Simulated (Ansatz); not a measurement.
# GeH₆OSi: up Jacob's ladder to CCSD(T)

One table from this session's results is given with a row withheld; the runs are named, their logs left out.

The runs use Ansatz 0.2.0, Gaussian basis; functionals in def2-TZVPP, the program's frozen cores in correlated methods.

The runs, in order: LDA (SPW92), PBE-D4, revPBE-D4, BLYP-D4, r2SCAN-D4, B97M-V, PBE0-D4, B3LYP-D4, r2SCANh-D4, r2SCAN0-D4, HSE06-D4, BHLYP-D4, CAM-B3LYP-D4, LC-ωPBE, ωB97X-V, ωB97M-V, B2PLYP, PBE-QIDH; CCSD(T)/def2-SVP; CCSD(T)/def2-TZVPP; CCSD(T)/def2-QZVPP; extrapolation to the limit; RPA on PBE.

## Structure used throughout

An earlier PBE0-D4 in a triple-zeta def2 set relaxation fixed the geometry.

SMILES `O[SiH2][GeH3]`, 9 atoms, charge 0, spin multiplicity 1.

Atoms are counted from 1 here; the program's logs count them from 0.

Bond lengths: O1–Si2 1.653 Å, O1–H4 0.958 Å, Si2–Ge3 2.375 Å, Si2–H5 1.492 Å, Si2–H6 1.492 Å, Ge3–H7 1.539 Å, Ge3–H8 1.537 Å, Ge3–H9 1.537 Å. Angles: Si2–O1–H4 117.7°, O1–Si2–Ge3 106.7°, O1–Si2–H5 111.3°, O1–Si2–H6 111.2°, Ge3–Si2–H5 110.4°, Ge3–Si2–H6 110.4°, H5–Si2–H6 106.9°, Si2–Ge3–H7 109.5°, Si2–Ge3–H8 111.1°, Si2–Ge3–H9 111.1°, H7–Ge3–H8 108.2°, H7–Ge3–H9 108.2°, H8–Ge3–H9 108.6°.

The first run:

in.yaml

```yaml
crystal:
  periodic: [false, false, false]
  atoms:
    - {symbol: O, position_ang: [-1.699195, 0.432939, -0.836208]}
    - {symbol: Si, position_ang: [-0.084645, 0.700034, -0.605983]}
    - {symbol: Ge, position_ang: [0.663691, -0.937104, 0.942935]}
    - {symbol: H, position_ang: [-2.164816, 1.013974, -1.439556]}
    - {symbol: H, position_ang: [0.670232, 0.586896, -1.887612]}
    - {symbol: H, position_ang: [0.165986, 2.071283, -0.074877]}
    - {symbol: H, position_ang: [2.168243, -0.746472, 1.206140]}
    - {symbol: H, position_ang: [0.447594, -2.356927, 0.395026]}
    - {symbol: H, position_ang: [-0.078590, -0.810823, 2.283036]}
basis:
  gaussian: {orbitals: def2-TZVPP}
hamiltonian: {xc: lda}
output: {orbitals: {seedname: orbitals}}
```

Command:

```
$ ansatz run in.yaml --threads 2 --pin off --events-out ev --progress --plain --max-ram 32768MiB --backend cpu
```

Steps of the session up to this table: LDA; PBE-D4 (GGA); revPBE-D4 (GGA); BLYP-D4 (GGA); r2SCAN-D4 (meta-GGA); B97M-V (meta-GGA); PBE0-D4 (hybrid); B3LYP-D4 (hybrid); r2SCANh-D4 (hybrid); r2SCAN0-D4 (hybrid); HSE06-D4 (hybrid); BHLYP-D4 (hybrid); CAM-B3LYP-D4 (range-separated); LC-ωPBE (range-separated); ωB97X-V (range-separated); ωB97M-V (range-separated); B2PLYP (double hybrid); PBE-QIDH (double hybrid).

One table of the session follows, with a row left open; its other results are not shown here.

It belongs to the step «Frontier levels by functional». 

```
  functional  HOMO (eV)  gap (eV)
 LDA (SPW92)      -7.01      5.66
      PBE-D4      -6.93      5.78
   revPBE-D4      -6.89      5.84
     BLYP-D4          ?         ?
   r2SCAN-D4      -7.21      6.44
      B97M-V      -7.33      6.32
     PBE0-D4      -8.08      7.77
    B3LYP-D4      -7.88      7.34
  r2SCANh-D4      -7.63      7.14
  r2SCAN0-D4      -8.25      8.17
    HSE06-D4      -7.68      7.00
    BHLYP-D4      -9.12      9.63
CAM-B3LYP-D4      -9.36     10.01
     LC-ωPBE     -10.66     12.51
     ωB97X-V     -10.35     12.03
     ωB97M-V     -10.13     11.49
```

**Question.** Estimate the row for BLYP-D4.

Worked estimate for «HOMO (eV)». Against the share of exact exchange, B3LYP-D4 (0.2, -7.88), BHLYP-D4 (0.5, -9.12) give a slope of -4.13 per unit share; at 0 the line stands at -7.05.

**Answer.** HOMO (eV): -6.81; gap (eV): 5.76. In «HOMO (eV)» the line misses by -0.24.
